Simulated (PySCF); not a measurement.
**BiCl4: relaxation and vibrations of the doublet**

Aim: relax BiCl4 as a doublet from a square planar start, check by its vibrations whether the end is a minimum, and collect its spectrum and constants.

Method: PBE0, basis Bi def2-SVP with ECP60, Cl def2-SVP, scalar-relativistic core potentials, no spin–orbit coupling, density fitting; program: PySCF 2.14.0.

## (1) The system as given

5 atoms, charge 0, spin multiplicity 2.

Bond lengths: Bi1–Cl2 2.500 Å, Bi1–Cl3 2.500 Å, Bi1–Cl4 2.500 Å, Bi1–Cl5 2.500 Å. Angles: Cl2–Bi1–Cl3 90.0°, Cl2–Bi1–Cl4 180.0°, Cl2–Bi1–Cl5 90.0°, Cl3–Bi1–Cl4 90.0°, Cl3–Bi1–Cl5 180.0°, Cl4–Bi1–Cl5 90.0°.

Z-matrix (Å, degrees; charge 0 multiplicity 2):
```
Bi
Cl 1 2.5000
Cl 1 2.5000 2 90.00
Cl 1 2.5000 3 90.00 2 180.00
Cl 1 2.5000 2 90.00 3 180.00
```

## (2) Relaxation: square planar start, doublet

One driver script runs all steps and calls PySCF; scf.py shows how it sets up the SCF of each step. The optimiser is the driver's own. Before each start the driver seeks the lowest SCF state from one or more starting densities and follows internal instabilities, so scf.py alone need not reach the same state.

The program finds D4h symmetry in the start, which this walk keeps.

scf.py reads:

```python
from pyscf import gto, scf, dft
mol = gto.M(atom='''
Bi     0.000000     0.000000    -0.000000
Cl     2.500000     0.000000    -0.000000
Cl    -0.000000     2.500000    -0.000000
Cl    -2.500000    -0.000000     0.000000
Cl     0.000000    -2.500000     0.000000''',
    basis={'Bi': 'def2-SVP', 'Cl': 'def2-SVP'},
    ecp={'Bi': 'def2-SVP'},
    charge=0, spin=1)
mf = dft.UKS(mol, xc='PBE0')
mf.grids.atom_grid = (50, 194)
aux = {'Bi': 'def2-universal-JKFIT', 'Cl': 'def2-universal-JKFIT'}
mf = mf.density_fit(auxbasis=aux)
mf.kernel()
```

The runs that follow: Hessian and properties; Following the imaginary mode; Is it a minimum? Harmonic modes; Following the imaginary mode; Vibrations and properties at this point.

What does the calculation give? Wanted: minimum; geometry; wavenumbers; dipole moment; highest occupied, lowest empty level; polar-tensor charge of Bi1; zero-point energy; atomisation energy; ⟨S²⟩.

The runs gave:

| quantity | value |
| --- | --- |
| minimum | doublet, D2d |
| geometry | Bi–Cl 2.496 Å (×4); Cl–Bi–Cl 109.5° (×6) |
| wavenumbers (cm⁻¹) | 54 (e), 55 (b2), 74 (b1), 75 (a1), 305 (b2), 305 (e), 310 (a1) |
| dipole moment | 0.00 D |
| highest occupied, lowest empty level (either spin) | -8.15, -6.08 eV |
| polar-tensor charge of Bi1 | +1.77 e |
| zero-point energy | 9.2 kJ/mol |
| entropy at 298.15 K | 419.4 J/(mol K) |
| atomisation energy (no zero-point energy) | 979 kJ/mol |
| ⟨S²⟩ | 0.762 |

What this shows: The square planar start (D4h) ends in a minimum of D2d symmetry, after a stop at a saddle point 107.2 kJ/mol higher, from which it was pushed off along an imaginary mode. The strongest infrared band lies at 305 cm⁻¹ (b2, stretch). Bi1 has a polar-tensor charge of +1.8 e (a dipole derivative, not a static charge), yet symmetry cancels the bond dipoles. Other starts or spin states, not run here, may lie lower. Take wavenumbers under 90 cm⁻¹ as rough. Spin–orbit coupling, left out here, can matter for elements this heavy.
